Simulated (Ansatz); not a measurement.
# BCl₃F₂H₂: search for a transition state

Is there a first-order saddle for this ligand exchange through a proton shuttle, which should form B1–F6, H5–F8, Cl2–H7 and break B1–Cl2, H5–F6, H7–F8, and which two structures does it connect?

Program: Ansatz 0.2.0, Gaussian basis. Level of theory: PBE0-D4, def2-SVP first, then def2-TZVP. These are calculated values, not measurements.

190 further runs of the same task are left out: 190 set aside as unsound or not needed.

**1. Starting geometry**

The guess: 8 atoms, charge 0, spin multiplicity 1.

Atoms are counted from 1 here; the program's logs count them from 0.

Bond lengths: B1–Cl2 1.980 Å, B1–Cl3 1.772 Å, B1–Cl4 1.773 Å, H5–F6 1.104 Å, H7–F8 1.068 Å. Angles: Cl2–B1–Cl3 111.0°, Cl2–B1–Cl4 111.0°, Cl3–B1–Cl4 119.2°.

Geometry (Å):

```
B    -0.41490   -0.96610    0.15870
Cl    1.51690   -0.55720    0.31020
Cl   -0.73310   -2.03540   -1.21820
Cl   -1.10650   -1.36530    1.74130
H    -0.33800    1.36270   -0.34480
F    -0.98630    0.47490   -0.23900
H     1.34310    1.12990   -0.07450
F     0.71870    1.95650   -0.33370
```

Distances that are to change: B1–F6 1.60 Å, H5–F8 1.21 Å, Cl2–H7 1.74 Å, B1–Cl2 1.98 Å, H5–F6 1.10 Å, H7–F8 1.07 Å.

**2. Relaxing the guess with the reacting distances held**

hold/in.yaml

```yaml
crystal:
  periodic: [false, false, false]
  atoms:
    - {symbol: B, position_ang: [-0.414900, -0.966100, 0.158700]}
    - {symbol: Cl, position_ang: [1.516900, -0.557200, 0.310200]}
    - {symbol: Cl, position_ang: [-0.733100, -2.035400, -1.218200]}
    - {symbol: Cl, position_ang: [-1.106500, -1.365300, 1.741300]}
    - {symbol: H, position_ang: [-0.338000, 1.362700, -0.344800]}
    - {symbol: F, position_ang: [-0.986300, 0.474900, -0.239000]}
    - {symbol: H, position_ang: [1.343100, 1.129900, -0.074500]}
    - {symbol: F, position_ang: [0.718700, 1.956500, -0.333700]}
basis:
  gaussian: {orbitals: def2-SVP}
hamiltonian: {xc: pbe0, dispersion: d4}
relax: {f_tol: 0.04, max_steps: 150, escape_saddle: false, constraints: [{distance: [0, 5]}, {distance: [4, 7]}, {distance: [1, 6]}, {distance: [0, 1]}, {distance: [4, 5]}, {distance: [6, 7]}]}
```

Started as:

```bash
> ansatz run in.yaml --threads 8 --pin off --events-out ev --progress --plain --max-ram 19148MiB
```

After this run come: Force constants to start from; Saddle search in the small basis; Saddle search in triple zeta; Vibrations at the point found; Relaxing after a step of 0.30 Å one way along the mode; Relaxing after a step of 0.30 Å the other way along the mode.

**Question.** What will these runs give? Wanted: imaginary mode; barrier from the start side; barrier from the end side; energy of the step; pairs that change; zero-point energy at the saddle.

As calculated:

| quantity | value |
| --- | --- |
| imaginary mode | 617i cm⁻¹ |
| barrier from the start side | 22.3 kJ/mol |
| barrier from the end side | 69.1 kJ/mol |
| energy of the step | -46.8 kJ/mol |
| pairs that change | B1–F6 formed, Cl2–H7 formed, H5–F8 formed, B1–Cl2 broken, H5–F6 broken, H7–F8 broken |
| zero-point energy at the saddle | 0.776 eV |

The point has a single imaginary mode (617i cm⁻¹), as a transition state must. The two relaxations end on the structures that were planned. At PBE0-D4/def2-TZVP the electronic barrier is 22.3 kJ/mol, about 9 kT at 298 K, and the step runs 46.8 kJ/mol downhill. A step off the saddle overshot and began above it in energy, so the link to its end is likely but not proven.
